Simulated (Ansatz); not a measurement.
# CH4SSe (SMILES CS[SeH]): one structure at several levels

Aim: energy, forces and dipole at a structure displaced at random from a GFN2-xTB minimum, from CCSD(T) and from density functionals.

Method: single points in def2-TZVPP; program: Ansatz 0.2.0, Gaussian basis.

Cores are frozen in the correlated methods. Filled d shells of the heavier atoms are correlated. B3LYP uses VWN-RPA correlation.

## Step 1: Starting geometry

SMILES `CS[SeH]`, 7 atoms, charge 0, spin multiplicity 1.

Atoms are counted from 1 here; the program's logs count them from 0.

Bond lengths: C1–S2 1.976 Å, C1–H4 1.227 Å, C1–H5 1.242 Å, C1–H6 1.215 Å, S2–Se3 2.353 Å, Se3–H7 1.477 Å. Angles: S2–C1–H4 115.4°, S2–C1–H5 109.0°, S2–C1–H6 108.9°, H4–C1–H5 111.2°, H4–C1–H6 108.8°, H5–C1–H6 102.7°, C1–S2–Se3 99.7°, S2–Se3–H7 91.8°.

Coordinates:

```xyz
7
charge 0, multiplicity 1
C    -0.6658    0.7741   -0.3213
S    -0.5582   -0.5355    1.1545
Se    0.9124   -2.0999    0.1909
H    -1.0418    0.3228   -1.3984
H     0.4292    1.3496   -0.4324
H    -1.4093    1.6770    0.0062
H     2.0909   -1.4000    0.7417
```

## Step 2: CCSD(T)/def2-TZVPP

The input, run/in.yaml:

```yaml
crystal:
  periodic: [false, false, false]
  atoms:
    - {symbol: C, position_ang: [-0.665800, 0.774100, -0.321300]}
    - {symbol: S, position_ang: [-0.558200, -0.535500, 1.154500]}
    - {symbol: Se, position_ang: [0.912400, -2.099900, 0.190900]}
    - {symbol: H, position_ang: [-1.041800, 0.322800, -1.398400]}
    - {symbol: H, position_ang: [0.429200, 1.349600, -0.432400]}
    - {symbol: H, position_ang: [-1.409300, 1.677000, 0.006200]}
    - {symbol: H, position_ang: [2.090900, -1.400000, 0.741700]}
basis:
  gaussian: {orbitals: def2-TZVPP}
correlation: {method: ccsd_t}
output: {forces: true}
```

No record of the launch command was kept for these runs.

## Step 3: PBE0-D4/def2-TZVPP

Edit run/in.yaml of step 2 so:

```diff
@@ -12,3 +12,3 @@
   gaussian: {orbitals: def2-TZVPP}
-correlation: {method: ccsd_t}
-output: {forces: true}
+hamiltonian: {xc: pbe0, dispersion: d4}
+output: {forces: true, orbitals: {seedname: orbitals}}
```

## Step 4: wB97M-V/def2-TZVPP

Edit run/in.yaml of step 3 so:

```diff
@@ -12,3 +12,3 @@
   gaussian: {orbitals: def2-TZVPP}
-hamiltonian: {xc: pbe0, dispersion: d4}
-output: {forces: true, orbitals: {seedname: orbitals}}
+hamiltonian: {xc: {name: wB97M-V}}
+output: {forces: true}
```

## Step 5: r2SCAN-D4/def2-TZVPP

Edit run/in.yaml of step 4 so:

```diff
@@ -12,3 +12,3 @@
   gaussian: {orbitals: def2-TZVPP}
-hamiltonian: {xc: {name: wB97M-V}}
+hamiltonian: {xc: r2scan, dispersion: d4}
 output: {forces: true}
```

## Step 6: PBE-D4/def2-TZVPP

Edit run/in.yaml of step 5 so:

```diff
@@ -12,3 +12,3 @@
   gaussian: {orbitals: def2-TZVPP}
-hamiltonian: {xc: r2scan, dispersion: d4}
+hamiltonian: {xc: pbe, dispersion: d4}
 output: {forces: true}
```

## Step 7: CAM-B3LYP-D4/def2-TZVPP

Edit run/in.yaml of step 6 so:

```diff
@@ -12,3 +12,3 @@
   gaussian: {orbitals: def2-TZVPP}
-hamiltonian: {xc: pbe, dispersion: d4}
+hamiltonian: {xc: {name: CAM-B3LYP}, dispersion: d4}
 output: {forces: true}
```

## Step 8: B3LYP-D4/def2-TZVPP

Edit run/in.yaml of step 7 so:

```diff
@@ -12,3 +12,3 @@
   gaussian: {orbitals: def2-TZVPP}
-hamiltonian: {xc: {name: CAM-B3LYP}, dispersion: d4}
+hamiltonian: {xc: {name: B3LYP}, dispersion: d4}
 output: {forces: true}
```

(Steps that only read results are left out.)

Q: Predict the outcome of this session. Wanted: energy less free atoms, CCSD(T)/def2-TZVPP; RMS force component; RMS force error; HOMO and LUMO, PBE0-D4; T1 diagnostic.

As calculated:

```
                                  quantity                                                                                                 value
energy less free atoms, CCSD(T)/def2-TZVPP                                                                                       -480.4 kcal/mol
                       RMS force component                                                                  1.357 to 1.538 eV/Å over the methods
                           RMS force error  PBE0-D4 0.110, wB97M-V 0.106, r2SCAN-D4 0.048, PBE-D4 0.169, CAM-B3LYP-D4 0.090, B3LYP-D4 0.070 eV/Å
                    HOMO and LUMO, PBE0-D4                                                                                    -7.06 and -2.02 eV
                             T1 diagnostic                                                                                                 0.011
```

In words: Against CCSD(T) the functionals' energies less atoms differ by -30.7 to -11.0 kcal/mol, PBE-D4 by -30.7 kcal/mol. The reference is not at the basis limit: in triple zeta CCSD(T) underbinds, which counts against methods that bind more; the gaps are no ranking. The forces of r2SCAN-D4 come nearest to CCSD(T), those of PBE-D4 are farthest. Frozen-core CCSD(T) forces in triple zeta carry basis errors of their own, and this is one geometry, so small gaps rank nothing.
